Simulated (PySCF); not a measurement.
# C2H10N2Si: NMR shifts at several levels of theory, part 2 of 2

PySCF 2.14.0. Atoms count from 0.

## Step 8: Shielding tensors: KT2/pcSseg-1

The job: settings as JSON, then the geometry in Å.

```
{"job": {"kind": "nmr", "xc": "KT2", "basis": "pcSseg-1", "pop": false}, "charge": 0, "multiplicity": 1}
C      1.622209    -0.288653     0.629125
Si    -0.156375    -0.138231     0.032805
C     -0.340684     1.476190    -0.914213
N     -0.702908    -1.373293    -1.055283
N     -1.131553    -0.315220     1.455142
H      1.885325     0.511285     1.341203
H      2.326489    -0.220610    -0.215148
H      1.785881    -1.254932     1.132128
H     -0.022109     2.333527    -0.300473
H      0.278910     1.477968    -1.826753
H     -1.386373     1.641993    -1.217157
H     -0.491125    -1.312389    -2.044098
H     -0.712219    -2.337989    -0.743474
H     -2.141160    -0.258847     1.382416
H     -0.809482     0.061276     2.338728
```

With the program's defaults for keys left out, this is: GIAO KT2/pcSseg-1 NMR shielding, non-relativistic, gas phase.

Output:

```text
coarse grid: 12120 points
cycle   1  E = -486.7757764268  dE =  2.228e-01  |g| = 8.234e-01  |ddm| = 3.336e+00
cycle   2  E = -486.5252353086  dE =  2.505e-01  |g| = 1.296e+00  |ddm| = 2.080e+00
cycle   3  E = -486.9381558338  dE = -4.129e-01  |g| = 1.164e-01  |ddm| = 1.477e+00
cycle   4  E = -486.9411802922  dE = -3.024e-03  |g| = 4.302e-02  |ddm| = 1.655e-01
cycle   5  E = -486.9416354600  dE = -4.552e-04  |g| = 4.417e-03  |ddm| = 3.916e-02
cycle   6  E = -486.9416403370  dE = -4.877e-06  |g| = 1.959e-03  |ddm| = 7.718e-03
final grid: 110048 points
cycle   7  E = -486.9387418435  dE = -1.575e-04  |g| = 1.996e-02  |ddm| = 3.508e-02
cycle   8  E = -486.9386533332  dE =  8.851e-05  |g| = 2.719e-02  |ddm| = 3.712e-02
cycle   9  E = -486.9388130654  dE = -1.597e-04  |g| = 3.565e-03  |ddm| = 2.509e-02
cycle  10  E = -486.9388153503  dE = -2.285e-06  |g| = 1.110e-03  |ddm| = 4.216e-03
cycle  11  E = -486.9388156630  dE = -3.127e-07  |g| = 1.412e-04  |ddm| = 1.115e-03
cycle  12  E = -486.9388156677  dE = -4.663e-09  |g| = 4.311e-05  |ddm| = 2.136e-04
cycle  13  E = -486.9388156682  dE = -5.380e-10  |g| = 2.342e-06  |ddm| = 5.266e-05
converged SCF energy = -486.9388156682

GIAO shielding tensors (ppm)
atom      isotropic    diamagn.    paramagn.     s11        s22        s33       span
  0 C      181.448     256.799     -75.350    174.642    178.085    191.618     16.976
  1 Si     367.322     883.249    -515.927    349.214    354.513    398.238     49.023
  2 C      181.555     256.743     -75.188    174.734    178.384    191.546     16.812
  3 N      238.193     318.291     -80.098    199.869    250.287    264.423     64.553
  4 N      238.725     318.252     -79.527    200.959    249.737    265.478     64.520
  5 H       31.189      31.887      -0.699     27.364     28.956     37.247      9.884
  6 H       31.391      31.761      -0.370     27.739     29.089     37.345      9.606
  7 H       31.134      31.157      -0.023     27.410     28.685     37.308      9.898
  8 H       31.389      31.735      -0.346     27.692     29.098     37.376      9.684
  9 H       31.191      31.877      -0.686     27.361     29.026     37.185      9.825
 10 H       31.126      31.098       0.027     27.391     28.631     37.355      9.963
 11 H       31.226      31.901      -0.675     24.245     27.903     41.528     17.283
 12 H       31.063      31.130      -0.067     24.168     26.975     42.044     17.875
 13 H       31.050      31.113      -0.063     24.135     26.899     42.115     17.979
 14 H       31.216      31.908      -0.692     24.218     27.963     41.466     17.247
```

Run time: 19 s. Hardware: 1 thread of Arm Neoverse V1, shared host; peak memory 0.76 GiB.

In short: δ C0 1.7, Si1 -6.3, N3 25.8, H11 0.04, H5 -0.06 ppm (means over like atoms).

## Step 9: Shielding tensors: KT3/pcSseg-1

Same as in step 8 but for these lines:

```diff
@@ -1,2 +1,2 @@
-{"job": {"kind": "nmr", "xc": "KT2", "basis": "pcSseg-1", "pop": false}, "charge": 0, "multiplicity": 1}
+{"job": {"kind": "nmr", "xc": "KT3", "basis": "pcSseg-1", "pop": false}, "charge": 0, "multiplicity": 1}
 C      1.622209    -0.288653     0.629125
```

Method: GIAO KT3/pcSseg-1 NMR shielding, non-relativistic, gas phase.

Output:

```text
coarse grid: 12120 points
cycle   1  E = -486.3222738225  dE =  2.086e-01  |g| = 8.562e-01  |ddm| = 3.348e+00
cycle   2  E = -486.0516616803  dE =  2.706e-01  |g| = 1.341e+00  |ddm| = 2.229e+00
cycle   3  E = -486.4973854368  dE = -4.457e-01  |g| = 1.162e-01  |ddm| = 1.586e+00
cycle   4  E = -486.5003453703  dE = -2.960e-03  |g| = 4.653e-02  |ddm| = 1.642e-01
cycle   5  E = -486.5008779492  dE = -5.326e-04  |g| = 5.148e-03  |ddm| = 4.371e-02
cycle   6  E = -486.5008849694  dE = -7.020e-06  |g| = 2.226e-03  |ddm| = 9.144e-03
final grid: 110048 points
cycle   7  E = -486.4951420222  dE = -1.864e-04  |g| = 1.334e-02  |ddm| = 3.650e-02
cycle   8  E = -486.4951272473  dE =  1.477e-05  |g| = 1.359e-02  |ddm| = 2.152e-02
cycle   9  E = -486.4951605546  dE = -3.331e-05  |g| = 3.846e-03  |ddm| = 1.562e-02
cycle  10  E = -486.4951636031  dE = -3.048e-06  |g| = 7.491e-04  |ddm| = 4.030e-03
cycle  11  E = -486.4951637509  dE = -1.477e-07  |g| = 8.407e-05  |ddm| = 8.452e-04
cycle  12  E = -486.4951637520  dE = -1.167e-09  |g| = 4.629e-05  |ddm| = 1.167e-04
cycle  13  E = -486.4951637526  dE = -6.034e-10  |g| = 2.256e-06  |ddm| = 5.082e-05
converged SCF energy = -486.4951637526

GIAO shielding tensors (ppm)
atom      isotropic    diamagn.    paramagn.     s11        s22        s33       span
  0 C      180.688     255.780     -75.091    174.601    177.694    189.769     15.168
  1 Si     374.769     882.591    -507.822    357.086    362.477    404.744     47.658
  2 C      180.796     255.727     -74.931    174.686    177.985    189.717     15.032
  3 N      239.095     317.873     -78.778    200.731    252.168    264.386     63.655
  4 N      239.590     317.838     -78.248    201.753    251.610    265.407     63.654
  5 H       31.331      32.003      -0.673     27.607     29.129     37.255      9.648
  6 H       31.521      31.864      -0.343     27.944     29.262     37.357      9.413
  7 H       31.275      31.252       0.024     27.640     28.876     37.309      9.669
  8 H       31.519      31.838      -0.319     27.898     29.271     37.387      9.489
  9 H       31.332      31.991      -0.659     27.601     29.197     37.197      9.596
 10 H       31.267      31.193       0.074     27.624     28.824     37.354      9.730
 11 H       31.416      32.090      -0.674     24.424     28.153     41.673     17.248
 12 H       31.266      31.318      -0.052     24.367     27.276     42.156     17.789
 13 H       31.255      31.305      -0.050     24.339     27.200     42.225     17.886
 14 H       31.407      32.095      -0.689     24.396     28.212     41.613     17.217
```

It took 19 s on 1 thread of Arm Neoverse V1, shared host; peak memory 0.76 GiB.

This run: δ C0 1.6, Si1 -9.3, N3 22.7, H11 -0.02, H5 -0.05 ppm (means over like atoms).

## Step 10: Shielding tensors: B97-D/pcSseg-1

Same as in step 9 but for these lines:

```diff
@@ -1,2 +1,2 @@
-{"job": {"kind": "nmr", "xc": "KT3", "basis": "pcSseg-1", "pop": false}, "charge": 0, "multiplicity": 1}
+{"job": {"kind": "nmr", "xc": "B97-D", "basis": "pcSseg-1", "pop": false}, "charge": 0, "multiplicity": 1}
 C      1.622209    -0.288653     0.629125
```

With the program's defaults for keys left out, this is: GIAO B97-D/pcSseg-1 NMR shielding, non-relativistic, gas phase.

Output:

```text
coarse grid: 12120 points
cycle   1  E = -480.9374847663  dE =  1.978e-01  |g| = 8.747e-01  |ddm| = 3.362e+00
cycle   2  E = -480.6479156168  dE =  2.896e-01  |g| = 1.396e+00  |ddm| = 2.125e+00
cycle   3  E = -481.1150804914  dE = -4.672e-01  |g| = 1.228e-01  |ddm| = 1.509e+00
cycle   4  E = -481.1183958700  dE = -3.315e-03  |g| = 4.259e-02  |ddm| = 1.576e-01
cycle   5  E = -481.1188339745  dE = -4.381e-04  |g| = 6.461e-03  |ddm| = 3.833e-02
cycle   6  E = -481.1188452158  dE = -1.124e-05  |g| = 2.008e-03  |ddm| = 1.007e-02
cycle   7  E = -481.1188461415  dE = -9.256e-07  |g| = 3.317e-04  |ddm| = 2.617e-03
final grid: 110048 points
cycle   8  E = -481.1331355733  dE = -5.987e-05  |g| = 1.185e-02  |ddm| = 2.779e-02
cycle   9  E = -481.1330948975  dE =  4.068e-05  |g| = 1.762e-02  |ddm| = 2.229e-02
cycle  10  E = -481.1331617317  dE = -6.683e-05  |g| = 1.810e-03  |ddm| = 1.513e-02
cycle  11  E = -481.1331622543  dE = -5.226e-07  |g| = 7.295e-04  |ddm| = 2.145e-03
cycle  12  E = -481.1331623887  dE = -1.344e-07  |g| = 5.612e-05  |ddm| = 6.711e-04
cycle  13  E = -481.1331623891  dE = -4.673e-10  |g| = 2.032e-05  |ddm| = 7.760e-05
converged SCF energy = -481.1331623891

GIAO shielding tensors (ppm)
atom      isotropic    diamagn.    paramagn.     s11        s22        s33       span
  0 C      177.495     255.407     -77.912    171.301    174.522    186.662     15.361
  1 Si     358.328     881.188    -522.860    339.679    344.866    390.440     50.761
  2 C      177.598     255.355     -77.757    171.373    174.808    186.613     15.240
  3 N      237.403     318.076     -80.672    197.489    251.062    263.658     66.169
  4 N      237.918     318.041     -80.123    198.552    250.486    264.715     66.163
  5 H       31.421      31.983      -0.562     27.789     29.288     37.188      9.399
  6 H       31.611      31.853      -0.242     28.097     29.401     37.335      9.239
  7 H       31.354      31.248       0.107     27.776     29.022     37.266      9.490
  8 H       31.609      31.826      -0.217     28.052     29.410     37.366      9.314
  9 H       31.423      31.973      -0.551     27.783     29.355     37.129      9.346
 10 H       31.347      31.189       0.158     27.760     28.970     37.310      9.549
 11 H       31.534      32.092      -0.558     24.596     28.304     41.702     17.105
 12 H       31.370      31.324       0.046     24.498     27.443     42.170     17.672
 13 H       31.362      31.309       0.053     24.474     27.369     42.243     17.769
 14 H       31.522      32.097      -0.575     24.566     28.362     41.640     17.074
```

It took 18 s on 1 thread of Arm Neoverse V1, shared host; peak memory 0.76 GiB.

In short: δ C0 1.6, Si1 -11.1, N3 23.2, H11 -0.04, H5 -0.05 ppm (means over like atoms).

## Step 11: NMR shieldings: B3LYP/pcSseg-1

Same as in step 10 but for these lines:

```diff
@@ -1,2 +1,2 @@
-{"job": {"kind": "nmr", "xc": "B97-D", "basis": "pcSseg-1", "pop": false}, "charge": 0, "multiplicity": 1}
+{"job": {"kind": "nmr", "xc": "B3LYP", "basis": "pcSseg-1", "pop": false}, "charge": 0, "multiplicity": 1}
 C      1.622209    -0.288653     0.629125
```

Level: GIAO B3LYP/pcSseg-1 NMR shielding, non-relativistic, gas phase.

Output:

```text
coarse grid: 12120 points
cycle   1  E = -481.1497973848  dE =  2.221e-01  |g| = 7.665e-01  |ddm| = 3.302e+00
cycle   2  E = -481.0511862979  dE =  9.861e-02  |g| = 1.010e+00  |ddm| = 1.478e+00
cycle   3  E = -481.2816739748  dE = -2.305e-01  |g| = 7.819e-02  |ddm| = 9.307e-01
cycle   4  E = -481.2828847316  dE = -1.211e-03  |g| = 2.858e-02  |ddm| = 8.931e-02
cycle   5  E = -481.2830798346  dE = -1.951e-04  |g| = 3.326e-03  |ddm| = 2.410e-02
cycle   6  E = -481.2830819899  dE = -2.155e-06  |g| = 6.885e-04  |ddm| = 3.763e-03
final grid: 110048 points
cycle   7  E = -481.3116721921  dE = -2.118e-05  |g| = 6.731e-03  |ddm| = 1.706e-02
cycle   8  E = -481.3116653988  dE =  6.793e-06  |g| = 8.781e-03  |ddm| = 1.255e-02
cycle   9  E = -481.3116824947  dE = -1.710e-05  |g| = 6.184e-04  |ddm| = 6.977e-03
cycle  10  E = -481.3116825667  dE = -7.198e-08  |g| = 1.840e-04  |ddm| = 6.848e-04
cycle  11  E = -481.3116825743  dE = -7.625e-09  |g| = 3.920e-05  |ddm| = 1.723e-04
cycle  12  E = -481.3116825746  dE = -2.849e-10  |g| = 8.627e-06  |ddm| = 4.256e-05
converged SCF energy = -481.3116825746

GIAO shielding tensors (ppm)
atom      isotropic    diamagn.    paramagn.     s11        s22        s33       span
  0 C      177.330     255.325     -77.995    170.822    174.150    187.017     16.195
  1 Si     347.663     879.763    -532.100    328.306    333.851    380.833     52.527
  2 C      177.425     255.272     -77.847    170.885    174.421    186.968     16.084
  3 N      237.925     318.040     -80.114    197.562    251.306    264.908     67.345
  4 N      238.463     318.005     -79.543    198.672    250.731    265.984     67.312
  5 H       31.422      31.917      -0.496     27.734     29.224     37.307      9.573
  6 H       31.579      31.789      -0.210     27.974     29.290     37.474      9.501
  7 H       31.320      31.180       0.140     27.638     28.918     37.403      9.764
  8 H       31.579      31.763      -0.184     27.932     29.300     37.504      9.572
  9 H       31.422      31.908      -0.486     27.728     29.291     37.248      9.520
 10 H       31.311      31.120       0.191     27.621     28.866     37.446      9.825
 11 H       31.454      31.974      -0.519     24.439     28.102     41.822     17.383
 12 H       31.271      31.198       0.073     24.291     27.248     42.275     17.985
 13 H       31.264      31.183       0.081     24.269     27.174     42.349     18.080
 14 H       31.442      31.981      -0.538     24.405     28.160     41.762     17.357
```

Run time: 12 s. Hardware: 1 thread of Arm Neoverse V1, shared host; peak memory 0.74 GiB.

Key values: δ C0 1.9, Si1 -9.8, N3 25.3, H11 0.03, H5 -0.06 ppm (means over like atoms).

## Step 12: Comparing the runs: NMR shifts

Shifts (ppm), means over like atoms, with basis size and wall time:

```
           run   C0    H11     H5    Si1    N3  functions   time
   HF/pcSseg-1  2.2   0.27  -0.04   -8.5  15.7        142  6.1 s
  LDA/pcSseg-1  1.9   0.08  -0.05   -5.1  35.0        142   16 s
  PBE/pcSseg-1  1.7  -0.03  -0.05   -7.8  28.0        142   20 s
 BLYP/pcSseg-1  1.7  -0.05  -0.06  -11.2  28.1        142   18 s
 BP86/pcSseg-1  1.9  -0.02  -0.05   -8.2  26.7        142   18 s
 OPBE/pcSseg-1  1.7  -0.04  -0.04   -7.2  22.8        142   19 s
  KT2/pcSseg-1  1.7   0.04  -0.06   -6.3  25.8        142   19 s
  KT3/pcSseg-1  1.6  -0.02  -0.05   -9.3  22.7        142   19 s
B97-D/pcSseg-1  1.6  -0.04  -0.05  -11.1  23.2        142   18 s
B3LYP/pcSseg-1  1.9   0.03  -0.06   -9.8  25.3        142   12 s
```

## Step 13: What came out

What follows sums up all 2 parts.

| quantity | value |
| --- | --- |
| ¹³C shifts against TMS (HF/pcSseg-1, means over atoms taken as alike) | 2.2 ppm |
| ¹H shifts against TMS (HF/pcSseg-1, means over atoms taken as alike) | 0.27, -0.04 ppm |
| ²⁹Si shifts against TMS (HF/pcSseg-1) | -8.5 ppm |
| ¹⁵N shifts against NH3 (HF/pcSseg-1, means over atoms taken as alike) | 15.7 ppm |
| range of the shift of N3 | 15.7 to 35.0 ppm |

**Reading.** Single values in the summary come from the first run of each kind that ended normally (HF/pcSseg-1), which need not be the best level. At HF/pcSseg-1: The largest span, 58 ppm, is at N3, N4, where the paramagnetic term is -71 ppm. In ppm, N3 (with its like atoms) moves most: its shift spreads over 19.4 ppm, from 15.7 (HF/pcSseg-1) to 35.0 (LDA/pcSseg-1). Part of that comes from the computed reference.
